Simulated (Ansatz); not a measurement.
**Cd6Te6 wurtzite hole sphere (Cd₆Te₆H₁₈): geometry, orbitals and charge**

What does Cd6Te6 wurtzite hole sphere (Cd₆Te₆H₁₈) look like as a singlet, and where do its frontier electrons sit?

The runs use Ansatz 0.2.0, Gaussian basis; RKS PBE0-D4/def2-TZVP.

Levels to be run: relaxation at PBE-D4/def2-SVP; a single point at PBE0-D4/def2-TZVP.

1 further run of the same task is left out (set aside as unsound or not needed).

### 1 Where the work starts

30 atoms, charge 0, spin multiplicity 1.

Atoms are counted from 1 here; the program's logs count them from 0.

Bond lengths: Te1–Cd2 3.058 Å, Te1–Cd7 3.057 Å, Te1–H13 1.623 Å, Te1–H14 1.620 Å, Cd2–Te4 2.748 Å, Cd2–Te5 3.056 Å, Cd2–H15 1.652 Å, Cd3–Te4 3.038 Å, Cd3–Te8 3.039 Å, Cd3–H16 1.719 Å, Cd3–H17 1.656 Å, Te4–Cd6 3.042 Å, Te4–H18 1.626 Å, Te5–Cd10 3.057 Å, Te5–H19 1.619 Å, Te5–H20 1.622 Å, Cd6–Te12 3.037 Å, Cd6–H21 1.717 Å and more. Angles: Cd2–Te1–Cd7 131.6°, Cd2–Te1–H13 89.8°, Cd2–Te1–H14 114.2°, Cd7–Te1–H13 89.8°, Cd7–Te1–H14 114.3°, H13–Te1–H14 90.9°, Te1–Cd2–Te4 95.1°, Te1–Cd2–Te5 91.5°, Te1–Cd2–H15 109.6°, Te4–Cd2–Te5 95.1°, Te4–Cd2–H15 143.9°, Te5–Cd2–H15 109.7°, Te4–Cd3–Te8 88.6°, Te4–Cd3–H16 100.3°, Te4–Cd3–H17 106.3°, Te8–Cd3–H16 100.3°, Te8–Cd3–H17 106.4°, H16–Cd3–H17 142.3° and more.

Coordinates:

```xyz
30

Te   -0.0025   -2.5316   -2.2164
Cd   -2.7899   -1.6086   -1.3621
Cd    0.0034   -3.1540    2.2748
Te   -2.1213   -1.2253    1.2756
Te   -2.1895    1.2636   -2.2166
Cd   -2.7305    1.5829    2.2755
Cd    2.7866   -1.6105   -1.3698
Te    2.1243   -1.2243    1.2688
Te    2.1870    1.2613   -2.2235
Cd    0.0024    3.2190   -1.3705
Cd    2.7305    1.5794    2.2691
Te   -0.0007    2.4519    1.2681
H    -0.0018   -3.6208   -1.0138
H    -0.0053   -3.7145   -3.3237
H    -3.9238   -2.2633   -2.3702
H     0.0009   -4.3020    0.9956
H     0.0044   -3.0314    3.9264
H    -3.4377   -1.9848    1.8523
H    -3.2139    1.8519   -3.3243
H    -3.1383    1.8093   -1.0201
H    -3.7231    2.1528    0.9952
H    -2.6216    1.5193    3.9273
H     3.9186   -2.2671   -2.3767
H     3.4408   -1.9854    1.8430
H     3.2033    1.8508   -3.3393
H     3.1336    1.8099   -1.0248
H    -0.0019    4.5271   -2.3763
H     2.6328    1.5199    3.9226
H     3.7302    2.1526    0.9905
H     0.0028    3.9717    1.8435
```

Cd, Te take a core potential in the def2 sets. No spin-orbit coupling is included.

The start is a GFN1-xTB geometry.

### 2 Relaxation at PBE-D4/def2-SVP

Contents of in.yaml:

```yaml
crystal:
  periodic: [false, false, false]
  atoms:
    - {symbol: Te, position_ang: [-0.002470, -2.531570, -2.216430]}
    - {symbol: Cd, position_ang: [-2.789920, -1.608650, -1.362140]}
    - {symbol: Cd, position_ang: [0.003400, -3.153960, 2.274750]}
    - {symbol: Te, position_ang: [-2.121260, -1.225270, 1.275590]}
    - {symbol: Te, position_ang: [-2.189460, 1.263560, -2.216580]}
    - {symbol: Cd, position_ang: [-2.730460, 1.582880, 2.275550]}
    - {symbol: Cd, position_ang: [2.786630, -1.610530, -1.369800]}
    - {symbol: Te, position_ang: [2.124300, -1.224280, 1.268770]}
    - {symbol: Te, position_ang: [2.187020, 1.261270, -2.223550]}
    - {symbol: Cd, position_ang: [0.002360, 3.218960, -1.370530]}
    - {symbol: Cd, position_ang: [2.730510, 1.579390, 2.269110]}
    - {symbol: Te, position_ang: [-0.000700, 2.451940, 1.268100]}
    - {symbol: H, position_ang: [-0.001770, -3.620790, -1.013790]}
    - {symbol: H, position_ang: [-0.005260, -3.714490, -3.323750]}
    - {symbol: H, position_ang: [-3.923760, -2.263290, -2.370240]}
    - {symbol: H, position_ang: [0.000890, -4.301960, 0.995560]}
    - {symbol: H, position_ang: [0.004390, -3.031400, 3.926360]}
    - {symbol: H, position_ang: [-3.437670, -1.984760, 1.852320]}
    - {symbol: H, position_ang: [-3.213870, 1.851950, -3.324350]}
    - {symbol: H, position_ang: [-3.138340, 1.809320, -1.020060]}
    - {symbol: H, position_ang: [-3.723140, 2.152780, 0.995220]}
    - {symbol: H, position_ang: [-2.621550, 1.519280, 3.927290]}
    - {symbol: H, position_ang: [3.918630, -2.267120, -2.376650]}
    - {symbol: H, position_ang: [3.440830, -1.985390, 1.843030]}
    - {symbol: H, position_ang: [3.203280, 1.850760, -3.339320]}
    - {symbol: H, position_ang: [3.133550, 1.809940, -1.024790]}
    - {symbol: H, position_ang: [-0.001940, 4.527150, -2.376330]}
    - {symbol: H, position_ang: [2.632790, 1.519940, 3.922580]}
    - {symbol: H, position_ang: [3.730210, 2.152650, 0.990540]}
    - {symbol: H, position_ang: [0.002780, 3.971730, 1.843530]}
basis:
  gaussian: {orbitals: def2-SVP, fitting: {mean_field: def2-universal-jkfit}}
hamiltonian: {xc: pbe, dispersion: d4}
scf: {lower_state_search: "off"}
output: {orbitals: {seedname: orbitals}}
relax: {f_tol: 0.03, max_steps: 70}
```

Command:

```bash
$ ansatz run in.yaml --threads 2 --pin off --events-out ev --progress --plain --max-ram 32768MiB --backend cuda --devices 0, --max-vram 18GiB
```

Further steps of the session: Single point, PBE0-D4/def2-TZVP.

Q: Predict the results of all the runs planned. Wanted: point group; commonest bond, hydrogen aside; HOMO, LUMO at PBE0-D4/def2-TZVP; dipole at PBE-D4/def2-SVP.

The runs gave:

| quantity | value |
| --- | --- |
| point group | C3v |
| commonest bond, hydrogen aside | Cd–Te, 15 of mean length 2.951 Å |
| HOMO, LUMO at PBE0-D4/def2-TZVP | -6.64, -2.12 eV |
| dipole at PBE-D4/def2-SVP | 3.64 D |

**Reading.** The relaxation broke 6 and made 0 bonds, so the end is another structure than the start. No usable vibrations, so a minimum isn't proven. Whether this spin is the lowest isn't tested here.
